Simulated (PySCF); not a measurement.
# C₃H₇B: geometry, spin-spin couplings

What spin-spin couplings should C₃H₇B (`BCC=C`) show?

Programs: PySCF 2.14.0, with density-fitted response routines of our own. Each step states its level of theory. These are calculated values for one molecule in the gas phase, unless marked as measured. Atoms are numbered from 0 throughout.

## Step 1: The molecule as given

11 atoms, charge 0, multiplicity 1; geometry from: GFN2-xTB. The atoms were then displaced at random by about 0.01 Å, so the start is not that level's minimum.

Bonds of the start (Å): B0–C1 1.54, C1–C2 1.48, C2–C3 1.37, B0–H4 1.16, B0–H5 1.20, C1–H6 1.09, C1–H7 1.08, C2–H8 1.10, C3–H9 1.06, C3–H10 1.05.

## Step 2: Relaxing the molecule at PBE0-D3(BJ)/def2-SVP

What the job is given:

```
{"job": {"xc": "PBE0", "basis": "def2-SVP", "d3": "d3bj", "grid": 1, "shake": 0.01, "kind": "geom"}, "charge": 0, "multiplicity": 1}
B     -1.711340     0.478660     0.259750
C     -0.569030    -0.312370    -0.412890
C      0.696850    -0.365790     0.348630
C      1.906680     0.099790    -0.085240
H     -1.695090     0.796110     1.374230
H     -2.672450     0.783170    -0.390320
H     -0.356960     0.024840    -1.432140
H     -0.937060    -1.325300    -0.512890
H      0.645210    -0.796280     1.363960
H      1.969190     0.539840    -1.049280
H      2.762110     0.051500     0.520520
```

On the command line:

```
OMP_NUM_THREADS=1 python probes_run.py task.json out
```

The driver reads the jobs from task.json and runs them one after another.

Output:

```text
step   0  E = -143.03514558  max force = 0.064262
step   1  E = -143.04095491  max force = 0.008406
step   2  E = -143.04133685  max force = 0.004666
step   3  E = -143.04151654  max force = 0.003894
step   4  E = -143.04171605  max force = 0.002092
step   5  E = -143.04182267  max force = 0.001209
step   6  E = -143.04201632  max force = 0.001898
step   7  E = -143.04211429  max force = 0.001042
step   8  E = -143.04213750  max force = 0.000721
step   9  E = -143.04214558  max force = 0.000384
optimisation converged
```

Wall time 21 s (1 thread of Arm Neoverse V2, shared host); peak memory 0.37 GiB.

Relaxation path:

```csv
step,energy from step 0 (eV),largest force component (eV/Å)
0,0.0000,3.3045
1,-0.1581,0.4323
2,-0.1685,0.2399
3,-0.1734,0.2002
4,-0.1788,0.1076
5,-0.1817,0.0622
6,-0.1870,0.0976
7,-0.1896,0.0536
8,-0.1903,0.0371
9,-0.1905,0.0197
```

Distances of close pairs at the start and the end, largest changes first:

```csv
bond,before (Å),after (Å),change (Å)
B0–H4,1.159,1.211,+0.052
C3–H10,1.049,1.093,+0.043
C1–H7,1.082,1.122,+0.040
C3–H9,1.062,1.095,+0.033
C2–C3,1.367,1.334,-0.033
C1–C2,1.478,1.492,+0.014
B0–H5,1.200,1.210,+0.011
B0–C1,1.544,1.554,+0.010
```

The next job starts from the end point, and lists it.

| at the end point | value |
| --- | --- |
| point group (found at 0.08 Å tolerance) | C1 |
| rotational constants (GHz, main isotopes) | 27.067, 4.183, 3.967 |
| dipole moment (D) | 0.56 |

## Step 3: J couplings: B3LYP/cc-pVTZ

What the job is given:

```
{"job": {"kind": "j", "xc": "B3LYP", "basis": "cc-pVTZ"}, "charge": 0, "multiplicity": 1}
B     -1.809845     0.255831     0.220423
C     -0.496921    -0.254050    -0.436649
C      0.758986    -0.230755     0.368621
C      1.927227     0.266259    -0.040925
H     -1.923578     0.304216     1.424987
H     -2.770564     0.512576    -0.469505
H     -0.347058     0.110559    -1.465713
H     -0.835573    -1.315441    -0.569893
H      0.684122    -0.637214     1.385565
H      2.049318     0.689230    -1.043560
H      2.803147     0.275025     0.612093
```

With the program's defaults for keys left out, this is: B3LYP/cc-pVTZ indirect spin-spin coupling, non-relativistic, gas phase.

Output:

```text
coarse grid: 8688 points
cycle   1  E = -143.3498499377  dE =  1.143e-01  |g| = 3.955e-01  |ddm| = 6.986e+00
cycle   2  E = -143.3395831034  dE =  1.027e-02  |g| = 4.460e-01  |ddm| = 1.622e+00
cycle   3  E = -143.3929305620  dE = -5.335e-02  |g| = 2.824e-02  |ddm| = 8.416e-01
cycle   4  E = -143.3931121346  dE = -1.816e-04  |g| = 1.373e-02  |ddm| = 7.839e-02
cycle   5  E = -143.3931588438  dE = -4.671e-05  |g| = 5.367e-03  |ddm| = 3.066e-02
cycle   6  E = -143.3931650661  dE = -6.222e-06  |g| = 1.872e-03  |ddm| = 9.558e-03
final grid: 82440 points
cycle   7  E = -143.3928869453  dE = -4.317e-05  |g| = 5.674e-03  |ddm| = 8.653e-02
cycle   8  E = -143.3928781027  dE =  8.843e-06  |g| = 8.146e-03  |ddm| = 2.217e-02
cycle   9  E = -143.3928944302  dE = -1.633e-05  |g| = 1.327e-03  |ddm| = 1.305e-02
cycle  10  E = -143.3928948728  dE = -4.426e-07  |g| = 2.347e-04  |ddm| = 2.249e-03
cycle  11  E = -143.3928948870  dE = -1.424e-08  |g| = 4.026e-05  |ddm| = 3.988e-04
cycle  12  E = -143.3928948874  dE = -3.995e-10  |g| = 7.466e-06  |ddm| = 7.007e-05
converged SCF energy = -143.3928948874

Indirect spin-spin couplings (Hz)
  i      j    bonds     total        FC       PSO       DSO        SD
  0 B    1 C    1     43.371    45.916    -2.781     0.137     0.099
  0 B    2 C    2     -1.006    -0.883    -0.092    -0.028    -0.003
  0 B    3 C    3      2.871     2.854     0.244    -0.091    -0.136
  0 B    4 H    1    133.753   134.306    -1.483     0.326     0.604
  0 B    5 H    1    135.224   135.781    -1.455     0.300     0.598
  0 B    6 H    2     -3.596    -2.998    -0.204    -0.443     0.049
  0 B    7 H    2    -10.271   -10.796     0.210    -0.111     0.426
  0 B    8 H    3      2.810     3.050    -0.139    -0.097    -0.004
  0 B    9 H    4     -1.560    -1.508     0.259    -0.273    -0.037
  0 B   10 H    4     -1.386    -1.314     0.321    -0.373    -0.020
  1 C    2 C    1     35.114    36.410    -1.478     0.181         -
  1 C    3 C    2      2.198     2.565    -0.306    -0.061         -
  1 C    4 H    2      2.774     3.283    -0.321    -0.188         -
  1 C    5 H    2      4.709     5.220    -0.325    -0.187         -
  1 C    6 H    1    119.131   116.983     1.441     0.708         -
  1 C    7 H    1     87.930    85.015     2.166     0.749         -
  1 C    8 H    2      6.181     6.405     0.079    -0.303         -
  1 C    9 H    3      7.268     7.392    -0.076    -0.047         -
  1 C   10 H    3     11.432    11.602     0.328    -0.499         -
  2 C    3 C    1     81.385    90.552    -9.287     0.120         -
  2 C    4 H    3      5.411     5.398    -0.029     0.042         -
  2 C    5 H    3      8.303     8.401     0.200    -0.299         -
  2 C    6 H    2     -0.912    -0.583    -0.093    -0.237         -
  2 C    7 H    2     -6.561    -6.513     0.100    -0.149         -
  2 C    8 H    1    145.291   144.003     0.551     0.736         -
  2 C    9 H    2     -1.438     0.399    -1.302    -0.536         -
  2 C   10 H    2      0.416     2.174    -1.208    -0.550         -
  3 C    5 H    4      0.609     0.627     0.231    -0.249         -
  3 C    6 H    3      5.372     5.723    -0.302    -0.049         -
  3 C    7 H    3      3.920     4.116     0.213    -0.408         -
  3 C    8 H    2      1.598     3.260    -1.116    -0.546         -
  3 C    9 H    1    148.474   147.071     0.874     0.528         -
  3 C   10 H    1    153.188   151.810     0.882     0.496         -
  4 H    5 H    2      5.017     5.586     1.418    -1.987         -
  4 H    6 H    3      7.111     7.661     1.575    -2.125         -
  4 H    7 H    3     -1.556    -1.405     0.917    -1.068         -
  5 H    6 H    3      4.442     4.514     0.272    -0.344         -
  5 H    7 H    3     -1.443    -1.378     0.662    -0.726         -
  5 H    8 H    4     -0.440    -0.156     0.907    -1.191         -
  5 H    9 H    5     -0.244    -0.154     0.528    -0.618         -
  6 H    7 H    2    -17.152   -17.335     2.134    -1.951         -
  6 H    8 H    3     10.316    10.850     2.399    -2.933         -
  6 H   10 H    4     -0.632    -0.253     1.348    -1.727         -
  7 H    8 H    3      3.664     3.680     0.704    -0.720         -
  7 H    9 H    4     -3.173    -2.968     0.991    -1.196         -
  7 H   10 H    4     -3.638    -3.353     1.360    -1.644         -
  8 H    9 H    3     14.580    15.552     2.325    -3.298         -
  8 H   10 H    3      9.142     9.462     0.345    -0.665         -
  9 H   10 H    2      2.427     2.604     3.354    -3.531         -
```

It took 18 s on 1 thread of Arm Neoverse V2, shared host; peak memory 0.77 GiB.

This basis has no tight s functions, so the Fermi-contact terms are rough.

A choice of the couplings up to four bonds, sorted by the number of bonds, with means over like pairs; isotopes 11B, 13C, 1H:

| pair | bonds | J (Hz) | Fermi contact (Hz) | dihedral (°) |
| --- | --- | --- | --- | --- |
| C3–H10 | 1 | 153.2 | 151.8 | – |
| C3–H9 | 1 | 148.5 | 147.1 | – |
| C2–H8 | 1 | 145.3 | 144.0 | – |
| B0–H4 | 1 | 134.5 | 135.0 | – |
| C1–H6 | 1 | 103.5 | 101.0 | – |
| C2–C3 | 1 | 81.4 | 90.6 | – |
| B0–C1 | 1 | 43.4 | 45.9 | – |
| C1–C2 | 1 | 35.1 | 36.4 | – |
| H6–H7 | 2 | -17.2 | -17.3 | – |
| B0–H6 | 2 | -6.9 | -6.9 | – |
| C1–H8 | 2 | 6.2 | 6.4 | – |
| H4–H5 | 2 | 5.0 | 5.6 | – |
| C1–H4 | 2 | 3.7 | 4.3 | – |
| C2–H6 | 2 | -3.7 | -3.5 | – |
| H9–H10 | 2 | 2.4 | 2.6 | – |
| C1–C3 | 2 | 2.2 | 2.6 | – |
| C3–H8 | 2 | 1.6 | 3.3 | – |
| H8–H9 | 3 | 14.6 | 15.6 | -180 |
| C1–H10 | 3 | 11.4 | 11.6 | 178 |
| H8–H10 | 3 | 9.1 | 9.5 | 0 |
| C1–H9 | 3 | 7.3 | 7.4 | -1 |
| H6–H8 | 3 | 7.0 | 7.3 | – |
| C2–H4 | 3 | 6.9 | 6.9 | – |
| C3–H6 | 3 | 4.6 | 4.9 | – |
| B0–C3 | 3 | 2.9 | 2.9 | -131 |
| B0–H8 | 3 | 2.8 | 3.0 | 47 |
| H6–H10 | 4 | -2.1 | -1.8 | – |
| H7–H9 | 4 | -1.6 | -1.5 | – |
| B0–H9 | 4 | -1.6 | -1.5 | – |
| B0–H10 | 4 | -1.4 | -1.3 | – |

The spin-dipole term was solved for some atoms only; pairs without it lack that part.

Quadrupole couplings from the field gradients of the same density:

| atom | isotope | eQq/h (MHz) | η |
| --- | --- | --- | --- |
| B0 | 11B | 5.998 | 0.03 |

## Step 4: J couplings: B3LYP/6-31G*

Same as in step 3 but for these lines:

```diff
@@ -1,2 +1,2 @@
-{"job": {"kind": "j", "xc": "B3LYP", "basis": "cc-pVTZ"}, "charge": 0, "multiplicity": 1}
+{"job": {"kind": "j", "xc": "B3LYP", "basis": "6-31G*"}, "charge": 0, "multiplicity": 1}
 B     -1.809845     0.255831     0.220423
```

Level: B3LYP/6-31G* indirect spin-spin coupling, non-relativistic, gas phase.

Output:

```text
coarse grid: 8688 points
cycle   1  E = -143.3202394554  dE =  1.264e-01  |g| = 3.829e-01  |ddm| = 2.792e+00
cycle   2  E = -143.3168220695  dE =  3.417e-03  |g| = 4.045e-01  |ddm| = 8.315e-01
cycle   3  E = -143.3626888766  dE = -4.587e-02  |g| = 2.325e-02  |ddm| = 4.560e-01
cycle   4  E = -143.3628267152  dE = -1.378e-04  |g| = 9.951e-03  |ddm| = 3.694e-02
cycle   5  E = -143.3628558183  dE = -2.910e-05  |g| = 1.895e-03  |ddm| = 1.109e-02
cycle   6  E = -143.3628566700  dE = -8.516e-07  |g| = 6.456e-04  |ddm| = 2.267e-03
final grid: 82440 points
cycle   7  E = -143.3331074221  dE = -1.079e-05  |g| = 4.561e-03  |ddm| = 1.515e-02
cycle   8  E = -143.3331055676  dE =  1.855e-06  |g| = 5.300e-03  |ddm| = 1.052e-02
cycle   9  E = -143.3331132720  dE = -7.704e-06  |g| = 6.858e-04  |ddm| = 5.638e-03
cycle  10  E = -143.3331133897  dE = -1.177e-07  |g| = 1.532e-04  |ddm| = 6.657e-04
cycle  11  E = -143.3331133959  dE = -6.207e-09  |g| = 3.224e-05  |ddm| = 1.609e-04
cycle  12  E = -143.3331133962  dE = -2.828e-10  |g| = 7.560e-06  |ddm| = 3.656e-05
converged SCF energy = -143.3331133962

Indirect spin-spin couplings (Hz)
  i      j    bonds     total        FC       PSO       DSO        SD
  0 B    1 C    1     56.865    58.882    -2.273     0.135     0.121
  0 B    2 C    2     -3.861    -3.754    -0.077    -0.028    -0.002
  0 B    3 C    3      5.670     5.674     0.204    -0.092    -0.116
  0 B    4 H    1    144.537   145.379    -1.697     0.396     0.458
  0 B    5 H    1    146.709   147.546    -1.659     0.372     0.449
  0 B    6 H    2     -2.433    -1.770    -0.276    -0.434     0.048
  0 B    7 H    2     -4.573    -4.987     0.171    -0.095     0.338
  0 B    8 H    3      2.583     2.818    -0.140    -0.094    -0.002
  0 B    9 H    4     -1.676    -1.567     0.196    -0.272    -0.033
  0 B   10 H    4     -1.364    -1.211     0.234    -0.371    -0.016
  1 C    2 C    1     58.302    59.330    -1.214     0.185         -
  1 C    3 C    2     -0.563    -0.258    -0.244    -0.061         -
  1 C    4 H    2      2.930     3.422    -0.310    -0.182         -
  1 C    5 H    2      4.832     5.321    -0.308    -0.181         -
  1 C    6 H    1    142.129   140.335     1.016     0.778         -
  1 C    7 H    1    120.033   117.529     1.694     0.810         -
  1 C    8 H    2      5.821     6.049     0.063    -0.291         -
  1 C    9 H    3      6.501     6.633    -0.090    -0.042         -
  1 C   10 H    3     10.176    10.442     0.227    -0.493         -
  2 C    3 C    1     88.258    96.434    -8.297     0.121         -
  2 C    4 H    3      4.857     4.847    -0.037     0.047         -
  2 C    5 H    3      6.963     7.115     0.142    -0.294         -
  2 C    6 H    2     -0.886    -0.557    -0.105    -0.224         -
  2 C    7 H    2    -10.348   -10.289     0.077    -0.136         -
  2 C    8 H    1    159.556   158.580     0.155     0.821         -
  2 C    9 H    2     -3.897    -2.073    -1.300    -0.524         -
  2 C   10 H    2     -3.553    -1.797    -1.217    -0.539         -
  3 C    4 H    4     -0.240    -0.205     0.181    -0.216         -
  3 C    5 H    4      0.827     0.899     0.176    -0.248         -
  3 C    6 H    3      4.633     4.967    -0.287    -0.047         -
  3 C    7 H    3      9.160     9.423     0.143    -0.407         -
  3 C    8 H    2     -2.256    -0.617    -1.103    -0.536         -
  3 C    9 H    1    164.721   163.737     0.369     0.615         -
  3 C   10 H    1    168.237   167.277     0.377     0.584         -
  4 H    5 H    2      3.247     4.494     0.649    -1.896         -
  4 H    6 H    3      6.845     7.908     1.023    -2.086         -
  4 H    7 H    3     -2.154    -1.659     0.524    -1.020         -
  4 H    8 H    4      0.216    -0.039    -0.483     0.738         -
  4 H    9 H    5     -0.324     0.067     0.523    -0.914         -
  4 H   10 H    5     -0.328    -0.020     0.412    -0.720         -
  5 H    6 H    3      4.374     4.659     0.029    -0.314         -
  5 H    7 H    3     -1.947    -1.581     0.315    -0.681         -
  5 H    8 H    4     -0.710    -0.150     0.608    -1.169         -
  5 H    9 H    5     -0.443    -0.183     0.349    -0.608         -
  5 H   10 H    5     -0.328     0.111     0.584    -1.023         -
  6 H    7 H    2    -20.570   -19.965     1.228    -1.833         -
  6 H    8 H    3     10.569    11.765     1.689    -2.885         -
  6 H   10 H    4     -1.086    -0.266     0.882    -1.701         -
  7 H    8 H    3      3.582     3.906     0.351    -0.676         -
  7 H    9 H    4     -4.133    -3.575     0.616    -1.175         -
  7 H   10 H    4     -4.553    -3.842     0.913    -1.624         -
  8 H    9 H    3     15.244    17.037     1.454    -3.246         -
  8 H   10 H    3      9.952    10.648    -0.075    -0.620         -
  9 H   10 H    2     -0.461     0.849     2.085    -3.394         -
```

Run time: 4 s. Hardware: 1 thread of Arm Neoverse V2, shared host; peak memory 0.43 GiB.

The basis is not made for couplings: without tight functions at the nuclei these values are rough.

Key values: J(C3,H10) 168.2 Hz, J(C3,H9) 164.7 Hz, J(C2,H8) 159.6 Hz (means over like pairs).

## Step 5: Run by run: spin-spin couplings

Couplings (Hz), each a mean over the pairs like the one named, with basis size and wall time:

```
          run  C3–H10  C3–H9  C2–H8  B0–H4  C1–H6  C2–C3  B0–C1  functions  time
B3LYP/cc-pVTZ   153.2  148.5  145.3  134.5  103.5   81.4   43.4        218  18 s
 B3LYP/6-31G*   168.2  164.7  159.6  145.6  131.1   88.3   56.9         70   4 s
```

## Step 6: What came out

| quantity | value |
| --- | --- |
| point group | C1 |
| rotational constants (main isotopes) | 27.07, 4.18, 3.97 GHz |
| largest coupling of the table (B3LYP/cc-pVTZ) | 1J(C,H) C3–H10, 153.2 Hz |
| range of J(C3,H10), mean over like pairs | 153.2 to 168.2 Hz |

The optimisation took 9 steps and gained 0.190 eV; among the close pairs (by a distance rule), B0–H4 changed most, from 1.159 to 1.211 Å. In the run at B3LYP/cc-pVTZ, the largest coupling of the table is C3–H10, 153.2 Hz, of which the Fermi-contact term gives 151.8 Hz. Couplings across rotatable bonds belong to this one conformer; where others are populated, the observed values are averages. The coupling C3–H10, as a mean over pairs of its kind, runs from 153.2 Hz (B3LYP/cc-pVTZ) to 168.2 Hz (B3LYP/6-31G*). Couplings from bases without tight functions are rough.
